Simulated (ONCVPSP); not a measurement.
# An ONCV potential for P, from input to tests

Aim: build the potential from the settings below, then test how well it stands in for the atom: other configurations, scattering, ghost states and the plane-wave cutoff that it needs.

Program: ONCVPSP 4.0.1. Reference atom: PBE, scalar-relativistic, spherical and spin-unpolarised. All values are calculated.

## (1) The design

The settings as typed:

* element: phosphorus (P, Z = 15)
* type: optimised norm-conserving Vanderbilt (ONCV)
* frozen core: [Ne]
* valence charge: 5
* reference configuration: 3s2 3p3
* partial waves: 3s: rc 1.25 bohr, ncon 4, nbas 9, qcut 5.3 1/bohr, local; 3p: rc 1.95 bohr, ncon 4, nbas 8, qcut 5 1/bohr, 2 projectors, debl 3.8 Ha; d scattering state at 0.02 Ha: rc 1.90 bohr, ncon 4, nbas 7, qcut 5.4 1/bohr, 2 projectors, debl 2.9 Ha
* local potential: the s channel
* core correction: Teter function, fcfact 2.5, rcfact 1.3

An earlier all-electron run gives the scale for the radii.

All-electron outer shells of the reference configuration (PBE, scalar-relativistic, ld1.x):

| shell | level (eV) | outermost node (bohr) | outermost maximum (bohr) |
| --- | --- | --- | --- |
| 2s | -173.99 | 0.14 | 0.42 |
| 2p | -124.49 | – | 0.36 |
| 3s | -13.97 | 0.65 | 1.58 |
| 3p | -5.51 | 0.64 | 1.83 |

## (2) The generation run

P.dat

```
# ATOM AND REFERENCE CONFIGURATION
# atsym  z   nc   nv     iexc    psfile
  P 15.00    3    2        4      upf
#
#   n    l    f
    1    0    2.00
    2    0    2.00
    2    1    6.00
    3    0    2.00
    3    1    3.00
#
# PSEUDOPOTENTIAL AND OPTIMIZATION
# lmax
    2
#
#   l,   rc,      ep,       ncon, nbas, qcut
    0    1.25    0.00    4    9    5.30
    1    1.95    0.00    4    8    5.00
    2    1.90    0.02    4    7    5.40
#
# LOCAL POTENTIAL
# lloc, lpopt,  rc(5),   dvloc0
    0    5    1.25    0.00
#
# VANDERBILT-KLEINMAN-BYLANDER PROJECTORs
# l, nproj, debl
    0    0    0.30
    1    2    3.80
    2    2    2.90
#
# MODEL CORE CHARGE
# icmod, fcfact, rcfact
    3    2.50    1.30
#
# LOG DERIVATIVE ANALYSIS
# epsh1, epsh2, depsh
   -2.00    5.00    0.02
#
# OUTPUT GRID
# rlmax, drl
    6.00    0.01
#
# TEST CONFIGURATIONS
# ncnf
    4
# nvcnf
#   n    l    f
    2
    3    0    2.00
    3    1    2.00
#
    2
    3    0    2.00
    3    1    1.00
#
    2
    3    0    2.00
    3    1    0.00
#
    2
    3    0    1.00
    3    1    3.00
#
```

Started as:

```sh
$ oncvpsp.x < P.dat > P.out
```

**Question.** What will these runs give? Wanted: cutoffs for 1 and 0.1 mHa per electron, occupied waves; bound ghosts; GHOST(+) flags; largest test error; largest phase difference near zero energy, channels read; rms error of d²Exc/dn², without and with the model core.

The runs gave:

| quantity | value |
| --- | --- |
| cutoffs for 1 and 0.1 mHa per electron, occupied waves | 11 Ha and 137 Ha |
| bound ghosts | none found |
| GHOST(+) flags | none at low energy |
| largest test error (AE − PS) | +34 meV, for 3s2 3p0 |
| largest phase difference near zero energy, channels read | 0.015 rad |
| rms error of d²Exc/dn², without and with the model core | 1.55 and 0.21 mHa |

What this shows: By total energies transferability is fair: the largest error is 34 meV on 58.6 eV, for 3s2 3p0. That test lies far up in energy; among those under 40 eV, nearer to bonding, the largest error is 6.4 meV. By its cutoff, 11 Ha for the looser tolerance, it is soft on the atom at that tolerance. The tighter tolerance needs 137 Ha, and converged work needs a cutoff nearer that. At the looser tolerance the 3s wave is the slowest; 3p needs 4 Ha. The program's ghost test flags no bound state. Near zero energy the phases of the channels with partial waves agree within 0.015 rad. All of this concerns the isolated atom, not yet a solid.
